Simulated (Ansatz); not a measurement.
# Cd (Cd, simple cubic): the cost of one run

Computed with Ansatz 0.2.0 (DFT r2SCAN, plane waves (500 eV) with PAW, scalar-relativistic; PBE-made PAW files, unless a step says otherwise).

## 1. The structure to begin with

The structure is cubic, space group Pm-3m (No. 221). The conventional cell has a = 2.857 Å, b = 2.857 Å, c = 2.857 Å, α = 90.00°, β = 90.00°, γ = 90.00°. Cd (site symmetry m-3m) has 6 Cd at 2.86 Å as nearest neighbours.

Coordinates:

```cif
data_structure
_symmetry_space_group_name_H-M 'Pm-3m'
_symmetry_Int_Tables_number 221
_cell_length_a 2.8567
_cell_length_b 2.8567
_cell_length_c 2.8567
_cell_angle_alpha 90.000
_cell_angle_beta 90.000
_cell_angle_gamma 90.000
_cell_volume 23.31
loop_
_atom_site_label
_atom_site_type_symbol
_atom_site_symmetry_multiplicity
_atom_site_Wyckoff_symbol
_atom_site_fract_x
_atom_site_fract_y
_atom_site_fract_z
_atom_site_occupancy
Cd1 Cd 1 a 0.00000 0.00000 0.00000 1
```

## 2. Geometry optimisation

The input, input.yaml:

```yaml
crystal:
  lattice:
    - [2.856675876, 0.0, 0.0]
    - [0.0, 2.856675876, 0.0]
    - [0.0, 0.0, 2.856675876]
  atoms:
    - { symbol: Cd, position: [0.0, 0.0, 0.0] }
hamiltonian:
  xc: r2scan
  pseudopotentials:
    kind: paw
    azcp:
      Cd: "pseudopotentials/Cd.paw.azcp"
basis:
  ecutwfc: 500
  fft_grid_basis: typed
kpoints:
  mp_grid: { grid: [11, 11, 11], shift: [0, 0, 0] }
magnetization:
  spin_polarized: false
scf:
  occupations: { method: fermi_dirac, width: 0.1 }
relax:
  max_steps: 60
  f_tol: 0.01
  cell: {}
```

Run with:

```console
ansatz run input.yaml --threads 1 --pin off --max-ram 3584MiB --backend cpu --events-out ev --progress --plain --runs-dir out
```

**Question.** How long does this run take on 1 thread of Intel Xeon Platinum 8259CL at 2.50GHz (Skylake/Cascade Lake), shared host, and how much memory does it need?

About 14 s, with a peak of 0.55 GiB.
